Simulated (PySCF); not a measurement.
# Accurate constants of HfN, step by step

One table from this session's results is given with a row withheld; the runs are named, their logs left out.

The runs use PySCF 2.14.0; CCSD(T) on ROHF, scalar-relativistic core potentials.

Set-up of the first run:

* molecule: HfN
* state: doublet, unpaired electrons σ ↑
* smaller basis: Hf aug-cc-pVDZ-PP with ECP60, N aug-cc-pVDZ
* larger basis: Hf aug-cc-pVTZ-PP with ECP60, N aug-cc-pVTZ
* frozen core orbitals: 5
* extrapolation: correlation as n⁻³ (n = 2, 3), Hartree–Fock as (n+1)·exp(−9√n)
* corrections: none
* distances (Å): 1.5058, 1.5742, 1.6427, 1.7111, 1.7796, 1.8651, 1.9507
* masses (u): 179.9465, 14.0031
* dissociation limit: Hf + N

Started as:

```console
OMP_NUM_THREADS=4 python comp.py task.json out
```

Steps of the session up to this table: Coupled cluster at each distance.

One table of the session follows, with a row left open; its other results are not shown here.

| level | Re (Å) | ωe (cm⁻¹) | ωexe (cm⁻¹) | αe (cm⁻¹) | De (eV) |
| --- | --- | --- | --- | --- | --- |
| CCSD(T)/aug-cc-pVDZ(-PP) | 1.7535 | 899.7 | 4.34 | 0.00259 | 5.004 |
| CCSD(T)/aug-cc-pVTZ(-PP) | ? | ? | ? | ? | ? |
| HF/CBS | 1.6712 | 1100.0 | 2.44 | 0.00168 | 1.608 |
| MP2/CBS | 1.7498 | 933.0 | 5.17 | 0.00248 | 6.757 |
| CCSD/CBS | 1.7165 | 1008.5 | 3.68 | 0.00204 | 5.111 |
| CCSD(T)/CBS | 1.7404 | 930.5 | 4.36 | 0.00246 | 5.652 |

Estimate the missing values for CCSD(T)/aug-cc-pVTZ(-PP).

**Answer.** Re (Å): 1.7413; ωe (cm⁻¹): 925.3; ωexe (cm⁻¹): 4.38; αe (cm⁻¹): 0.00250; De (eV): 5.490. In the column «Re (Å)» it lies between CCSD(T)/CBS (1.7404) and MP2/CBS (1.7498).

**Reading.** The last step gives Re = 1.7404 Å, ωe = 930.5 cm⁻¹ and De = 5.652 eV; the smaller basis alone is off from it by +13.1 mÅ and -0.65 eV. Near the minimum the mean field binds by 1.56 eV and correlation adds 4.07 eV of binding. T1 is 0.043. Spin–orbit coupling, core–valence correlation and excitations beyond (T) are left out. The outer-core shells of Hf are frozen, which can move the bond length by hundredths of an ångström. An extrapolation from double and triple zeta is rough, so this isn't yet the limit.
